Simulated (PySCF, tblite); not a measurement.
**C₅H₆BF₂O radical: geometry, infrared bands and EPR parameters**

Wanted: the infrared bands and EPR parameters of C₅H₆BF₂O radical (`[CH2]BO[C@@]1(F)C(=C)[C@H]1F`), by calculation.

Computed with tblite 0.8.0 and PySCF 2.14.0, with density-fitted response routines of our own, on a single molecule in the gas phase. Atoms are numbered from 0 throughout.

## 1. The molecule as given

15 atoms, charge 0, multiplicity 2; geometry from: force field or distance geometry start.

Bonds of the start (Å): C0–B1 1.59, B1–O2 1.46, O2–C3 1.42, C3–F4 1.38, C3–C5 1.53, C5–C6 1.32, C5–C7 1.54, C7–F8 1.38, C7–C3 1.43, C0–H9 1.10, C0–H10 1.10, B1–H11 1.18, C6–H12 1.09, C6–H13 1.09, C7–H14 1.11.

## 2. Geometry optimisation with GFN2-xTB

The job: settings as JSON, then the geometry in Å.

```
{"job": {"kind": "relax", "xc": "GFN2-xTB", "basis": "xTB"}, "charge": 0, "multiplicity": 2}
C      2.625700     0.243000     1.077800
B      1.744100    -0.912500     0.427700
O      0.295200    -0.916500     0.582600
C     -0.247000    -0.258300    -0.558100
F     -0.043800    -0.836600    -1.790500
C     -1.715600     0.121300    -0.335400
C     -2.993000    -0.177900    -0.170300
C     -0.555200     1.132300    -0.448500
F     -0.270300     1.717600     0.765000
H      3.311800    -0.183200     1.830700
H      3.190600     0.757400     0.280300
H      2.281300    -1.815700    -0.115400
H     -3.729700     0.610600    -0.025000
H     -3.305200    -1.219100    -0.164900
H     -0.593200     1.745600    -1.377800
```

Command:

```sh
$ OMP_NUM_THREADS=1 python probes_run.py task.json out
```

This one command runs all jobs of the session in turn.

**Question.** This job is followed by: GFN2-xTB harmonic vibrations, gas phase; UKS B3LYP, pcH-1 on B C F H O, non-relativistic, mean-field spin-orbit, GIAO. What will the session give for the following? strongest single infrared mode (GFN2-xTB); zero-point energy (GFN2-xTB); g(iso) (B3LYP); ⟨S²⟩; largest a(iso) (averaged by class); potential on the surface of density 0.002 e/bohr³, 1st and 99th percentile.

As calculated:

| quantity | value |
| --- | --- |
| strongest single infrared mode (GFN2-xTB) | 1226 cm⁻¹, 249 km/mol |
| zero-point energy (GFN2-xTB) | 61.4 kcal/mol |
| g(iso) (B3LYP) | 2.00284 |
| ⟨S²⟩ | 0.752 (exact 0.75) |
| largest a(iso) (averaged by class) | 13C on C0, 59.8 MHz |
| potential on the surface of density 0.002 e/bohr³, 1st and 99th percentile | -1.01 V and 1.20 V |

What this shows: The optimisation took 126 steps and gained 2.071 eV; among the close pairs (by a distance rule), C3–C7 changed most, from 1.429 to 1.524 Å. No mode is imaginary among the 39: a minimum at this level. The strongest single mode, at 1226 cm⁻¹, moves mainly B1. GFN2-xTB is a fitted tight-binding method: band positions and strengths are rough. Its intensities can rank the bands wrongly. C0 carries the largest spin population, 0.95 e. The isotropic g lies 0.5 ppt above the free-electron value. These values are for one conformer; the search (at its own cheap level) found 2 more, at 0.09, 0.17 kcal/mol, and measured spectra average over such forms.
